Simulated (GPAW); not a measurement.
# MoSe (P3m1) in GPAW: notebook

The runs below take MoSe through band structure, with LDA.

All numbers are computed with GPAW 26.7.0; they aren't measurements. Logs are shortened: lines on timing, memory, paths and dates and some standing lists are left out, and cuts for length are marked. The log counts tension as positive stress, the text compression.

## (1) The structure

It takes space group P3m1 (No. 156, trigonal). The conventional cell has a = 3.471 Å, b = 3.471 Å, c = 4.373 Å, α = 90.00°, β = 90.00°, γ = 120.00°. Mo (site symmetry 3m) is surrounded by 3 Se at 2.04 Å. Around Se (site symmetry 3m) lie 3 Mo at 2.04 Å.

The cell was built by a generator and needn't be a form met in nature.

## (2) Band structure, LDA

File run.py:

```python
from ase.dft.bandgap import bandgap
from ase.io import read, write
from ase.units import GPa
from gpaw import GPAW, PW

atoms = read('MoSe.xyz')

calc = GPAW(mode=PW(600),
            xc='LDA',
            kpts={'size': (9, 9, 6), 'gamma': True},
            occupations={'name': 'fermi-dirac', 'width': 0.05},
            nbands=20,
            convergence={'density': 1e-05, 'energy': 1e-05},
            maxiter=150,
            txt='gpaw.txt')
atoms.calc = calc
energy = atoms.get_potential_energy()
forces = atoms.get_forces()
stress = atoms.get_stress()
calc.write('gs.gpw')
write('result.traj', atoms)
print(f'Energy: {energy:.6f} eV')
print('Forces (eV/A):')
print(forces.round(4))
print('Stress (GPa):', (stress / GPa).round(3))
print('Fermi level:', round(calc.get_fermi_level(), 4), 'eV')
print(f'Gap: {bandgap(calc)[0]:.4f} eV, direct: {bandgap(calc, direct=True)[0]:.4f} eV')

path = atoms.cell.bandpath('GMKGALHA,LM,KH', npoints=100, eps=1e-4)
bs_calc = calc.fixed_density(kpts=path, symmetry='off', nbands=32,
                             convergence={'bands': 'CBM+6.0', 'eigenstates': 1e-6}, txt='bands.txt')
bs = bs_calc.band_structure()
bs.write('bs.json')
print(f'Gap on the path: {bandgap(bs_calc)[0]:.4f} eV')
```

File MoSe.xyz:

```xyz
2
Lattice="3.4706685925 0.0000000000 0.0000000000 -1.7353342963 3.0056871692 0.0000000000 0.0000000000 0.0000000000 4.3727953400" Properties=species:S:1:pos:R:3 pbc="T T T"
Mo     1.7353343136      1.0018957130      0.1112638097
Se     0.0000000175      2.0037914360      0.5178722073
```

Potentials or basis: the program's PAW data sets (release 1.2.1) made for this functional, pw.

On the command line:

```sh
> OMP_NUM_THREADS=1 python run.py
```

gpaw.txt:

```text
__  _  _
 | _ |_)|_||  |
 |__||  | ||/\| - 26.7.0

Input parameters:
  mode=PW(ecut=600.0),
  convergence={'density': 1e-05, 'energy': 1e-05},
  kpts=MonkhorstPack(size=(9, 9, 6), gamma=True),
  maxiter=150,
  nbands=20,
  occupations=Occupations(name='fermi-dirac', width=0.05),
  xc=XC(name='LDA')

Diagonalizing LCAO Hamiltonian
Converting LCAO to pw mode

        Se

           Mo

Atoms  # Å, Bohr magnetons
|   | symbol |        x |        y |        z |    initial magnetic moments |
|---|--------|----------|----------|----------|-----------------------------|
| 0 |     Mo | 1.735334 | 1.001896 | 0.111264 | ( 0.0000,  0.0000,  0.0000) |
| 1 |     Se | 0.000000 | 2.003791 | 0.517872 | ( 0.0000,  0.0000,  0.0000) |

Unit cell  # Å
| periodic |         x |        y |        z |  lengths |     angles |
|----------|-----------|----------|----------|----------|------------|
|      yes |  3.470669 | 0.000000 | 0.000000 | 3.470669 |  90.000000 |
|      yes | -1.735334 | 3.005687 | 0.000000 | 3.470669 |  90.000000 |
|      yes |  0.000000 | 0.000000 | 4.372795 | 4.372795 | 120.000000 |

Number of symmetries: 6
Symmetry operations  # r_c * U_cc + t_c -> r_c
|   | kind |            matrix            |
|---|------|------------------------------|
| 0 |  σ   |  1, 1, 0,  0,-1, 0,  0, 0, 1 |
| 1 |  E   |  1, 0, 0,  0, 1, 0,  0, 0, 1 |
| 2 |  C3  |  0, 1, 0, -1,-1, 0,  0, 0, 1 |
| 3 |  σ   |  0,-1, 0, -1, 0, 0,  0, 0, 1 |
| 4 |  σ   | -1, 0, 0,  1, 1, 0,  0, 0, 1 |
| 5 |  C3  | -1,-1, 0,  1, 0, 0,  0, 0, 1 |

BZ-sampling:
  Number of BZ points: 486
  Number of IBZ points: 62

  Monkhorst-Pack size: [9, 9, 6]
  Monkhorst-Pack shift: [0.0, 0.0, 0.08333333333333333]

K-points  # in reciprocal-cell coordinates
|     |                                coordinates |     weight |
|-----|--------------------------------------------|------------|
|   0 | (  0.00000000,   0.00000000,   0.00000000) | 0.00205761 |
|   1 | (  0.00000000,   0.00000000,   0.16666667) | 0.00411523 |
|   2 | (  0.00000000,   0.00000000,   0.33333333) | 0.00411523 |
|   3 | (  0.00000000,   0.00000000,   0.50000000) | 0.00205761 |
|   4 | (  0.11111111,   0.00000000,  -0.33333333) | 0.01234568 |
|   5 | (  0.11111111,   0.00000000,  -0.16666667) | 0.01234568 |
|   6 | (  0.11111111,   0.00000000,   0.00000000) | 0.01234568 |
|   7 | (  0.11111111,   0.00000000,   0.16666667) | 0.01234568 |
|   8 | (  0.11111111,   0.00000000,   0.33333333) | 0.01234568 |
|   9 | (  0.11111111,   0.00000000,   0.50000000) | 0.01234568 |
| ... |                                            |            |
|  61 | (  0.44444444,   0.44444444,   0.50000000) | 0.01234568 |

Plane wave coefficients: 1538
Cutoff: 600.0 eV

Spin-components: 1 (collinear spins)
Bands:           20
Projectors:      11
Spin-degeneracy: 2
Datatype:        complex128

Parallelization:
  kpt:    1
  domain: 1
  band:   1

Density:
  Valence electrons: 20.0
  Components: 1
  Grid points: [20 20 25]
  Charge: 0.0  # |e|

Potential:
  Grid points: [20 20 25]

species:
  Mo:
    name:    Molybdenum
    Z:       42.0
    valence: 14
    core:    28
    charge:  0.0  # [|e|]
    compensation charges:
      type: gauss
      rc: 0.38  # [Å]
      lmax: 2
    cutoffs:
      filter: 2.16  # [Å]
      core: 1.42  # [Å]
    projectors
    | kind |    occ | energy [eV] | rcut [Å] |
    |------|--------|-------------|----------|
    |   4s |  2.000 |     -64.384 |    1.238 |
    |   5s |  1.000 |      -4.319 |    1.238 |
    |   4p |  6.000 |     -38.595 |    1.296 |
    |   5p |  0.000 |      -1.161 |    1.296 |
    |   4d |  5.000 |      -3.933 |    1.296 |
    |    d |        |      23.278 |    1.296 |

    Using partial waves for Mo as LCAO basis

  Se:
    name:    Selenium
    Z:       34.0
    valence: 6
    core:    28
    charge:  0.0  # [|e|]
    compensation charges:
      type: gauss
      rc: 0.27  # [Å]
      lmax: 2
    cutoffs:
      filter: 1.77  # [Å]
      core: 2.67  # [Å]
    projectors
    | kind |    occ | energy [eV] | rcut [Å] |
    |------|--------|-------------|----------|
    |   4s |  2.000 |     -17.472 |    0.847 |
    |   4p |  4.000 |      -6.656 |    1.005 |
    |    s |        |       9.739 |    0.847 |
    |    p |        |      20.555 |    1.005 |
    |    d |        |       0.000 |    0.847 |

    Using partial waves for Se as LCAO basis

Reference energy: -176036.986678  # eV

eigensolver:
  PPCG
  Converge bands: occupied
  niter=2

density mixing:
  MSR1-Mixer
  Pratt-step length: 0.05
  Maximum mixing coefficient: 0.75
  Old densities: 10
  SVD Regularization: 0.005
  Good broyden scale: 1.0
  Trust region scale: 1.0
  Backstep threshold: 4.0
  History deletion threshold: 6.0
  Fourier metric: weight=20.0, sigma=0.015

occupation numbers:
  Fermi-Dirac:
    width: 0.0500  # eV

poisson solver:
  ecut: 4800.0  # eV

xc functional:
  name: None

convergence criteria:
- Maximum integral of absolute [dens]ity change: 1e-05 electrons / valence electron
- Maximum [total energy] change in last 3 cyles: 1e-05 eV / valence electron
- Maximum integral of absolute [eigenst]ate change: 4e-08 eV^2 / valence electron
maximum number of iterations: 150

SCF iterations
|iter     | |      energy | eigst |  dens |
|---------|-|-------------|-------|-------|
|iter:   1| |  -11.302726 | +0.56 |       |
|iter:   2| |  -11.191470 | -1.53 | -1.15 |
|iter:   3| |  -10.718526 | -1.38 | -1.20 |
|iter:   4| |  -10.706569 | -2.79 | -1.76 |
|iter:   5| |  -10.705914 | -3.46 | -2.17 |
|iter:   6| |  -10.705739 | -4.37 | -2.61 |
|iter:   7| |  -10.705799c| -5.18 | -3.00 |
|iter:   8| |  -10.705797c| -6.30 | -3.68 |
|iter:   9| |  -10.705798c| -7.18 | -4.26 |
|iter:  10| |  -10.705797c| -7.63c| -4.80 |
|iter:  11| |  -10.705798c| -8.30c| -5.42c|

Converged in 11 steps
Energy contributions relative to reference atoms: (reference = -176036.986678)

Energy contributions:
  Kinetic:          80.398878
  Coulomb:         -67.508904
  Zero:             -0.702137
  External:          0.000000
  Xc:              -22.875381
  Entropy:          -0.036507
  Spinorbit:         0.000000
  ----------------------------
  Free energy:     -10.724051
  Extrapolated:    -10.705798

dipole moment: (0.640626, -0.369850, -20.259803)  # |e|*Ang

Fermi level: 6.673
Eigenvalues  # (at kpt = [0.000, 0.000, 0.000])
| band index |      eig [eV] | occ [0-2] |
|------------|---------------|-----------|
|          0 |       -53.321 |     2.000 |
|          1 |       -28.017 |     2.000 |
|          2 |       -28.017 |     2.000 |
|          3 |       -27.361 |     2.000 |
|          4 |        -8.687 |     2.000 |
|          5 |         0.348 |     2.000 |
[... 9 lines left out ...]
|         15 |        18.405 |     0.000 |
|         16 |        18.431 |     0.000 |
|        ... |               |           |
|         19 |        21.891 |     0.000 |

No gap
No difference between direct/indirect transitions

Forces  # eV/Ang
|       x |       y |        z |
|---------|---------|----------|
| 0.00000 | 0.00000 | -5.52799 |  # Mo   0
| 0.00000 | 0.00000 |  5.52798 |  # Se   1

Stress tensor  # eV/Ang^3
|         x |         y |        z |
|-----------|-----------|----------|
| -0.569057 | -0.000000 | 0.000000 |
| -0.000000 | -0.569057 | 0.000000 |
|  0.000000 |  0.000000 | 0.004220 |

# Writing to gs.gpw (mode='')
```

stdout:

```text
Energy: -10.705798 eV
Forces (eV/A):
[[ 0.     0.    -5.528]
 [ 0.     0.     5.528]]
Stress (GPa): [-91.173 -91.173   0.676   0.      0.     -0.   ]
Fermi level: 6.6727 eV
Gap: 0.0000 eV, direct: 0.0000 eV
Gap on the path: 0.0000 eV
```

Wall time 64 s (1 thread of Arm Neoverse V1, shared host); peak memory 0.31 GiB.

Results:

| Item | Value |
| --- | --- |
| Free energy | -10.7241 eV |
| Pressure | 60.6 GPa |
| Largest force | 5.528 eV/Å |
| Band gap along the path | none (metal or under the smearing width) |

Forces in eV/Å, atoms in the order of the input:
```
Mo   0.000  0.000 -5.528
Se   0.000  0.000  5.528
```

Stress tensor (GPa, compression positive):
```
91.17  0.00  0.00
 0.00 91.17  0.00
 0.00  0.00 -0.68
```

Levels at the corners of the path, in eV from the Fermi level:
```
point  band 6  band 7  band 8  band 9  band 10  band 11  band 12  band 13  band 14
    Γ   -6.32   -6.32   -4.52   -0.78     0.14     0.14     4.47     7.16     8.31
    M   -6.33   -4.07   -3.80   -0.65    -0.46     0.00     2.41     2.41     5.55
    K   -4.75   -4.54   -4.54   -2.32    -0.27     0.32     1.73     3.72     7.74
    Γ   -6.32   -6.32   -4.52   -0.78     0.14     0.14     4.47     7.16     8.31
    A   -6.31   -6.31   -5.26    0.01     0.01     0.58     5.09     5.99     8.24
    L   -6.38   -4.48   -3.81   -0.43    -0.13     0.24     2.39     2.53     4.80
    H   -5.08   -4.68   -4.52   -2.35     0.15     0.99     2.33     3.68     4.19
    A   -6.31   -6.31   -5.26    0.01     0.01     0.58     5.09     5.99     8.24
    L   -6.38   -4.48   -3.81   -0.43    -0.13     0.24     2.39     2.53     4.80
    M   -6.33   -4.07   -3.80   -0.65    -0.46     0.00     2.41     2.41     5.55
    K   -4.75   -4.54   -4.54   -2.32    -0.27     0.32     1.73     3.72     7.74
    H   -5.08   -4.68   -4.52   -2.35     0.15     0.99     2.33     3.68     4.19
```

Caveat: a pressure of tens of GPa on the cell as given is suspect, and the run, the potentials or the cell itself is likely at fault; forces of over 1 eV/Å show positions far from the minimum, so gaps and moduli don't describe the material at rest.

## (3) Band structure, LDA, spin-orbit coupling, no magnetisation

run.py: that of step 2 with these lines changed.

```diff
@@ -1 +1,2 @@
+import numpy as np
 from ase.dft.bandgap import bandgap
@@ -4,2 +5,3 @@
 from gpaw import GPAW, PW
+from gpaw.spinorbit import soc_eigenstates
 
@@ -34 +36,7 @@
 print(f'Gap on the path: {bandgap(bs_calc)[0]:.4f} eV')
+
+soc = soc_eigenstates(bs_calc, theta=90, phi=0)
+np.savetxt('soc_bands.dat', soc.eigenvalues(), fmt='%.4f')
+mesh = soc_eigenstates('gs.gpw', theta=90, phi=0)
+np.savetxt('soc_mesh.dat', mesh.eigenvalues(), fmt='%.4f')
+print('Fermi level with spin-orbit coupling:', round(mesh.fermi_level, 4), 'eV')
```

MoSe.xyz is that of step 2.

Potentials or basis: the program's PAW data sets (release 1.2.1) made for this functional, pw.

On the command line:

```sh
> OMP_NUM_THREADS=1 python run.py
```

Run time: 65 s. Hardware: 1 thread of Arm Neoverse V1, shared host; peak memory 0.36 GiB.

It converged, with:

| Property | Result |
| --- | --- |
| Free energy | -10.7241 eV |
| Pressure | 60.6 GPa |
| Largest force | 5.528 eV/Å |
| Band gap along the path | none (metal or under the smearing width) |

Forces on the atoms (eV/Å):
```
Mo   0.000  0.000 -5.528
Se   0.000  0.000  5.528
```

Stress tensor (GPa, compression positive):
```
91.17  0.00  0.00
 0.00 91.17  0.00
 0.00  0.00 -0.68
```

Levels at the corners of the path, in eV from the Fermi level:
```csv
point,band 17,band 18,band 19,band 20,band 21,band 22,band 23,band 24
Γ,-0.79,-0.79,0.09,0.09,0.17,0.17,4.47,4.47
M,-0.67,-0.67,-0.46,-0.46,0.00,0.00,2.40,2.40
K,-2.39,-2.27,-0.28,-0.28,0.30,0.33,1.70,1.74
Γ,-0.79,-0.79,0.09,0.09,0.17,0.17,4.47,4.47
A,-0.04,-0.04,0.05,0.05,0.58,0.58,5.09,5.09
L,-0.45,-0.45,-0.13,-0.13,0.25,0.25,2.38,2.38
H,-2.41,-2.30,0.13,0.16,0.98,0.99,2.29,2.37
A,-0.04,-0.04,0.05,0.05,0.58,0.58,5.09,5.09
L,-0.45,-0.45,-0.13,-0.13,0.25,0.25,2.38,2.38
M,-0.67,-0.67,-0.46,-0.46,0.00,0.00,2.40,2.40
K,-2.39,-2.27,-0.28,-0.28,0.30,0.33,1.70,1.74
H,-2.41,-2.30,0.13,0.16,0.98,0.99,2.29,2.37
```

Caveat: a pressure of tens of GPa on the cell as given is suspect, and the run, the potentials or the cell itself is likely at fault; spin-orbit coupling was added after a scalar SCF, so levels and gaps hold it while energy, forces, pressure and moments don't; this program's spin-orbit splittings come out too wide for heavy elements.
